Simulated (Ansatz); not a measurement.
**CH₃ClO₂Si: how energies converge with the basis set**

Aim: see how fast density functionals converge with the basis set for CH₃ClO₂Si.

Program: Ansatz 0.2.0, Gaussian basis. Level of theory: one geometry, several basis sets. These are calculated values, not measurements.

The runs, in order: PBE0-D4/def2-SVP; ωB97M-V/def2-SVP; PBE0-D4/def2-QZVPP; ωB97M-V/def2-QZVPP; the functionals' def2-TZVPP values are taken from earlier runs.

### 1 The geometry

All runs share one geometry, relaxed beforehand with PBE0-D4/def2-TZVP.

SMILES `O[Si@@H]1O[C@@H]1Cl`, 8 atoms, charge 0, spin multiplicity 1.

Atoms are counted from 1 here; the program's logs count them from 0.

Bond lengths: O1–Si2 1.619 Å, O1–H6 0.962 Å, Si2–O3 1.659 Å, Si2–C4 1.802 Å, Si2–H7 1.467 Å, O3–C4 1.452 Å, C4–Cl5 1.775 Å, C4–H8 1.085 Å. Angles: Si2–O1–H6 117.0°, O1–Si2–O3 120.5°, O1–Si2–C4 122.1°, O1–Si2–H7 107.8°, O3–Si2–C4 49.4°, O3–Si2–H7 117.9°, C4–Si2–H7 127.1°, Si2–O3–C4 70.4°, Si2–C4–O3 60.2°, Si2–C4–Cl5 118.7°, Si2–C4–H8 130.6°, O3–C4–Cl5 113.4°, O3–C4–H8 113.4°, Cl5–C4–H8 108.6°.

Coordinates:

```xyz
8
CH3ClO2Si
O     0.01626    1.15258    1.48601
Si    0.64857    0.01371    0.52530
O     0.75558    0.25696   -1.11186
C    -0.28239   -0.71888   -0.83242
Cl   -1.91986   -0.11957   -1.16549
H    -0.79426    1.57513    1.18745
H     1.81173   -0.55909    1.21262
H    -0.14353   -1.65785   -1.35751
```

### 2 PBE0-D4 in def2-SVP

in.yaml

```yaml
crystal:
  periodic: [false, false, false]
  atoms:
    - {symbol: O, position_ang: [0.016258, 1.152585, 1.486011]}
    - {symbol: Si, position_ang: [0.648567, 0.013714, 0.525297]}
    - {symbol: O, position_ang: [0.755582, 0.256959, -1.111863]}
    - {symbol: C, position_ang: [-0.282392, -0.718881, -0.832418]}
    - {symbol: Cl, position_ang: [-1.919857, -0.119567, -1.165488]}
    - {symbol: H, position_ang: [-0.794259, 1.575133, 1.187452]}
    - {symbol: H, position_ang: [1.811734, -0.559090, 1.212619]}
    - {symbol: H, position_ang: [-0.143534, -1.657852, -1.357509]}
basis:
  gaussian: {orbitals: def2-SVP}
hamiltonian: {xc: pbe0, dispersion: d4}
output: {orbitals: {seedname: orbitals}}
```

Started as:

```bash
$ ansatz run in.yaml --threads 2 --pin off --events-out ev --progress --plain --max-ram 4352MiB
```

After this run come: ωB97M-V in def2-SVP; PBE0-D4 in def2-QZVPP; ωB97M-V in def2-QZVPP.

Q: Predict the results of all the runs planned. Wanted: PBE0-D4: double and triple zeta above quadruple; ωB97M-V: double and triple zeta above quadruple.

**Answer**, as computed:

| quantity | value |
| --- | --- |
| PBE0-D4: double and triple zeta above quadruple | 14.72, 0.95 eV |
| ωB97M-V: double and triple zeta above quadruple | 14.77, 0.90 eV |

For PBE0-D4 the step from double to triple zeta gains 13.77 eV and the next only 0.95 eV. Total energies overstate the basis error of differences, where much of it tends to cancel. The LUMO of ωB97M-V is positive and keeps falling with the basis (2.34 to 1.28 eV): an unbound level that the basis holds in place.
